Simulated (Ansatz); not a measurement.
# InH3 (SMILES [InH3]) at HF/3-21G

What is the vertical ionisation energy of InH3 at HF/3-21G? 

Program for the calculation: Ansatz 0.2.0.

32 further runs of the same task are left out: 3 that didn't finish, 29 set aside as unsound or not needed.

## (1) The structure to begin with

The species is InH3 (4 atoms), meant as a singlet with charge 0. As SMILES, `[InH3]`. The shape is that of a PBE0-D4/def2-TZVP optimisation.

Bond lengths: In1–H2 1.724 Å, In1–H3 1.724 Å, In1–H4 1.724 Å. Angles: H2–In1–H3 120.0°, H2–In1–H4 120.0°, H3–In1–H4 120.0°.

## (2) A single-point energy at HF/3-21G

input.yaml reads:

```yaml
crystal:
  periodic: [false, false, false]
  atoms:
    - {symbol: In, position_ang: [0.013900, -0.015100, -0.005100]}
    - {symbol: H, position_ang: [0.415500, 1.516000, 0.678200]}
    - {symbol: H, position_ang: [-1.095600, -0.107300, -1.321400]}
    - {symbol: H, position_ang: [0.721800, -1.454000, 0.628000]}
basis:
  gaussian: {orbitals: 3-21G-spherical.json}
hamiltonian: {xc: hf}
accuracy: high
output: {orbitals: {seedname: orbitals}}
```

The basis set 3-21G is read from a file made from the Basis Set Exchange's data (not shown).

Command:

```bash
ansatz run input.yaml --threads 1 --pin off --max-ram 3480MiB --events-out events.jsonl --progress --plain --runs-dir runs
```

Log:

```text
Warning: RAYON_NUM_THREADS=1 ignored (pool sized by the plan → 1); use --threads N
Functional definition: HF
  name "HF"
  exchange = exact_x
  correlation = 0
697 factors; integrals over basis functions are off by at most 4.1e-9 eV
mean field evaluation 1: about -155551.3273 eV, gradient 6.2e0 eV
mean field evaluation 2: about -155551.3602 eV, gradient 6.2e0 eV
mean field evaluation 4: about -155551.6155 eV, gradient 1.4e-1 eV
mean field evaluation 8: about -155551.6138 eV, gradient 7.1e-5 eV
mean field -155551.61380299 eV, -5716.4163705892 hartree, gradient 7.3e-8 eV, S^2 0.000000; 0 other end points of the search recorded, 0 dependent functions left out
reference -155551.61380299 eV, -5716.4163705892 hartree; 26, 26 occupied and 11, 11 virtual orbitals, 697 factors
Total energy: -155551.61380299 eV, -5716.4163705892 hartree
```

It took 0.46 s on 1 thread of Arm Neoverse V2, shared host.

## (3) The doublet cation at the same level

run.yaml reads:

```yaml
crystal:
  periodic: [false, false, false]
  atoms:
    - {symbol: In, position_ang: [0.013900, -0.015100, -0.005100]}
    - {symbol: H, position_ang: [0.415500, 1.516000, 0.678200]}
    - {symbol: H, position_ang: [-1.095600, -0.107300, -1.321400]}
    - {symbol: H, position_ang: [0.721800, -1.454000, 0.628000]}
basis:
  gaussian:
    orbitals: 3-21G-spherical.json
total_charge: 1
magnetization:
  spin_polarized: true
  initial_magnetization: 1
hamiltonian:
  xc: hf
accuracy: high
output:
  orbitals: {seedname: orbitals}
```

The basis set 3-21G is read from a file made from the Basis Set Exchange's data (not shown).

Command:

```bash
ansatz run run.yaml --threads 1 --pin off --max-ram 3480MiB --events-out events.jsonl --progress --plain --runs-dir runs
```

Log (excerpt; [...] marks lines left out):

```text
Warning: RAYON_NUM_THREADS=1 ignored (pool sized by the plan → 1); use --threads N
[... 2 set-up lines as earlier in the session ...]
[...]
697 factors; integrals over basis functions are off by at most 4.1e-9 eV
[...]
mean field -155541.63514055 eV, -5716.0496615082 hartree, gradient 2.6e-8 eV, S^2 0.867955; 7 other end points of the search recorded, 0 dependent functions left out
reference -155541.63514055 eV, -5716.0496615082 hartree; 26, 25 occupied and 11, 12 virtual orbitals, 697 factors
Total energy: -155541.63514055 eV, -5716.0496615082 hartree
```

Wall time 2.1 s (1 thread of Arm Neoverse V2, shared host); peak memory 0.11 GiB.

## (4) Results

At HF/3-21G:

| quantity | value |
| --- | --- |
| singlet InH3: total energy | -5716.41637 Eh |
| singlet InH3: HOMO energy | -10.95 eV |
| singlet InH3: LUMO energy | 0.64 eV |
| singlet InH3: HOMO–LUMO gap | 11.59 eV |
| doublet cation: total energy | -5716.04966 Eh |
| doublet cation: HOMO energy (highest over α and β) | -16.58 eV |
| doublet cation: LUMO energy (lowest over α and β) | -9.12 eV |
| doublet cation: ⟨S²⟩ | 0.868 |
| vertical ionisation energy (to the doublet cation) | 9.979 eV |

In words: Removing an electron at fixed nuclei costs 9.98 eV (963 kJ/mol). The negative HOMO energy of the first species, 10.95 eV, lies 0.97 eV above that difference. Relativity is left out (singlet InH3) although the molecule holds a heavy atom. ⟨S²⟩ (doublet cation) is 0.87 where a pure doublet has 0.75: the reference is spin-contaminated. Relativity is left out (doublet cation) although the molecule holds a heavy atom.
